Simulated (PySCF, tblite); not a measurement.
# C₃H₁₀BBrSi: geometry, infrared bands and NMR shifts

Wanted: the infrared bands and NMR shifts of C₃H₁₀BBrSi (`CBCC[SiH2]Br`), by calculation.

The runs use tblite 0.8.0 and PySCF 2.14.0, with density-fitted response routines of our own; the level of theory stands in each step. All values are computed, except where a source is named. Atoms are numbered from 0 throughout.

### Step 1. The starting structure

16 atoms, charge 0, multiplicity 1; geometry from: force field or distance geometry start.

Bonds of the start (Å): C0–B1 1.58, B1–C2 1.57, C2–C3 1.49, C3–Si4 1.87, Si4–Br5 2.26, C0–H6 1.11, C0–H7 1.09, C0–H8 1.12, B1–H9 1.20, C2–H10 1.14, C2–H11 1.10, C3–H12 1.11, C3–H13 1.11, Si4–H14 1.48, Si4–H15 1.47.

### Step 2. Geometry optimisation with GFN2-xTB

Job settings and geometry (Å):

```
{"job": {"kind": "relax", "xc": "GFN2-xTB", "basis": "xTB"}, "charge": 0, "multiplicity": 1}
C     -2.014600    -0.863900     0.460100
B     -1.300600     0.531900     0.288600
C     -0.260200     0.888300    -0.835700
C      0.924600    -0.006300    -0.893800
Si     1.927200    -0.016800     0.685100
Br     3.866700    -1.071600     0.180800
H     -1.309300    -1.518200     1.009300
H     -2.330000    -1.297500    -0.494000
H     -2.928900    -0.725000     1.085600
H     -1.713600     1.427100     0.969900
H     -0.808000     0.772300    -1.826300
H      0.045100     1.929000    -0.679000
H      1.599300     0.424700    -1.665100
H      0.706100    -1.064900    -1.145500
H      2.329400     1.351200     1.079600
H      1.259300    -0.751500     1.768900
```

The run is started by

```sh
$ OMP_NUM_THREADS=1 python probes_run.py task.json out
```

The driver reads the jobs from task.json and runs them one after another.

**Question.** This job is followed by: GFN2-xTB harmonic vibrations, gas phase; GIAO PBE0/pcSseg-1 NMR shielding, non-relativistic, gas phase. Predict these results of the whole session: strongest single infrared mode (GFN2-xTB); zero-point energy (GFN2-xTB); 13C shifts against TMS (PBE0/pcSseg-1); 1H shifts against TMS (PBE0/pcSseg-1, means over atoms taken as alike); 11B shifts against BF3·OEt2 (PBE0/pcSseg-1); 29Si shifts against TMS (PBE0/pcSseg-1); 79Br shifts against HBr (PBE0/pcSseg-1); surface potential, 1st and 99th percentile.

The runs gave:

```
                                                              quantity                             value
                             strongest single infrared mode (GFN2-xTB)              722 cm⁻¹, 351 km/mol
                                          zero-point energy (GFN2-xTB)                     75.8 kcal/mol
                                13C shifts against TMS (PBE0/pcSseg-1)              25.0, 15.8, 13.5 ppm
1H shifts against TMS (PBE0/pcSseg-1, means over atoms taken as alike)  8.08, 4.89, 1.80, 1.72, 1.18 ppm
                           11B shifts against BF3·OEt2 (PBE0/pcSseg-1)                          92.0 ppm
                               29Si shifts against TMS (PBE0/pcSseg-1)                         -12.6 ppm
                               79Br shifts against HBr (PBE0/pcSseg-1)                          -133 ppm
                                 surface potential, 1st and 99th percentile                -0.63 V and 1.39 V
```

What this shows: Over 88 steps the energy fell by 0.321 eV; of the close pairs, C2–C3 changed most, 1.486 to 1.535 Å. The lowest mode is imaginary (30i cm⁻¹), so the xTB geometry is not a minimum. The strongest single mode, at 722 cm⁻¹, moves mainly H15 and H14. GFN2-xTB is a fitted tight-binding method: band positions and strengths are rough. Its intensities can rank the bands wrongly. At PBE0/pcSseg-1: The largest span, 301 ppm, is at Br5, where the paramagnetic term is -369 ppm. At PBE0/pcSseg-1, counted by nearest atom on the grid, the HOMO lies on Br5 67 %; C3 12 %, the LUMO on B1 48 %; H9 14 %. Spin-orbit coupling is left out, which matters for shieldings and couplings at and beside the heavy atoms.
